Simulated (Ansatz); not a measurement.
**Co3Sn2S2 (R-3m): equation of state**

An exercise on one series of results from a longer session: the logs are not shown, and one member is left open.

Method: DFT LDA, scalar-relativistic, plane waves, PAW, in Ansatz 0.2.0.

## Starting point

The structure is trigonal, space group R-3m (No. 166). Conventional cell: a = 5.244 Å, b = 5.244 Å, c = 12.851 Å, α = 90.00°, β = 90.00°, γ = 120.00°. Around Co (site symmetry 2/m) lie 2 S at 2.12 Å. Sn (site symmetry -3m) has 6 Co at 2.62 Å and 2 S at 2.80 Å as nearest neighbours. Around Sn (site symmetry -3m) lie 6 Co at 2.62 Å. Around S (site symmetry 3m) lie 3 Co at 2.12 Å and 1 Sn at 2.80 Å.

Coordinates:

```
Co Sn S
1.0
     2.62196    1.51379    4.28357
    -2.62196    1.51379    4.28357
     0.00000   -3.02757    4.28357
Co Sn S
3 2 2
Direct
  0.00000 0.00000 0.50000
  0.50000 0.00000 0.00000
  0.00000 0.50000 0.00000
  0.50000 0.50000 0.50000
  0.00000 0.00000 0.00000
  0.28196 0.28196 0.28196
  0.71804 0.71804 0.71804
```

This cell comes from an earlier session at LDA: 14.573 Å³/atom at -0.03 GPa, on a 8×8×8 mesh.

Volume factors to run: 0.980, 1.020, 0.960, 1.040.

Set-up of the first run:

Input file input.yaml:

```yaml
crystal:
  lattice:
    - [2.6043588395, 1.503627277, 4.2548239182]
    - [-2.6043588395, 1.503627277, 4.2548239182]
    - [0.0, -3.0072545541, 4.2548239182]
  atoms:
    - { symbol: Co, position: [0.0, 0.0, 0.5], spin: 0.29 }
    - { symbol: Co, position: [0.5, 0.0, 0.0], spin: 0.29 }
    - { symbol: Co, position: [0.0, 0.5, 0.0], spin: 0.29 }
    - { symbol: Sn, position: [0.5, 0.5, 0.5] }
    - { symbol: Sn, position: [0.0, 0.0, 0.0] }
    - { symbol: S, position: [0.2819580892, 0.2819580892, 0.2819580892] }
    - { symbol: S, position: [0.7180419108, 0.7180419108, 0.7180419108] }
basis:
  ecutwfc: 420
  ecutrho_ratio: 4
kpoints:
  mp_grid: { grid: [8, 8, 8] }
hamiltonian:
  xc: lda
scf:
  occupations: { method: gaussian, width: 0.05 }
output:
  forces: true
  stress: true
  eigenvalues: true
  populations: true
magnetization:
  spin_polarized: true
relax:
  f_tol: 0.01
  max_steps: 40
  cell: { stress_tol: 0.1, fix: [volume] }
```

On the command line:

```bash
ansatz run input.yaml --threads 4 --pin off --max-ram 10240MiB --backend cpu --events-out ev --progress --plain --runs-dir out
```

Steps of the session up to this table: Volume × 0.980; Scaling the volume by 1.020; Volume × 0.960; At 1.040 of the relaxed volume.

One table of the session follows, with a row left open; its other results are not shown here.

```
volume (Å³/atom)  energy (meV/atom)  pressure (GPa)  moment of atom 1 (μB)
          13.990              10.08            5.77                   0.17
          14.282                  ?               ?                      ?
          14.573               0.00           -0.03                   0.26
          14.864               2.24           -2.46                   0.29
          15.156               8.65           -4.61                   0.31
```

Q: Estimate the row for volume (Å³/atom) = 14.282 from the others.

Worked estimate for «energy (meV/atom)». A straight line through the neighbours (13.990, 10.08) and (14.573, 0.00) gives 10.08 + (0.00 − 10.08) × (14.282 − 13.990) / (14.573 − 13.990) = 5.03; a parabola fitted to 3 rows on both sides gives 2.60.

**Answer.** energy (meV/atom): 2.43; pressure (GPa): 2.69; moment of atom 1 (μB): 0.22. In «energy (meV/atom)» the line misses by +2.60 and the parabola by +0.17.

volume (Å³/atom), energy (meV/atom) and a bar:
```
    13.99       10.1 ##############################
    14.28        2.4 #######
    14.57        0.0 
    14.86        2.2 #######
    15.16        8.6 ##########################
```

To keep in mind: Spin–orbit coupling is left out, though the cell holds Sn; it can open a gap where p bands cross. Warnings in the runs' records: stability check not made.
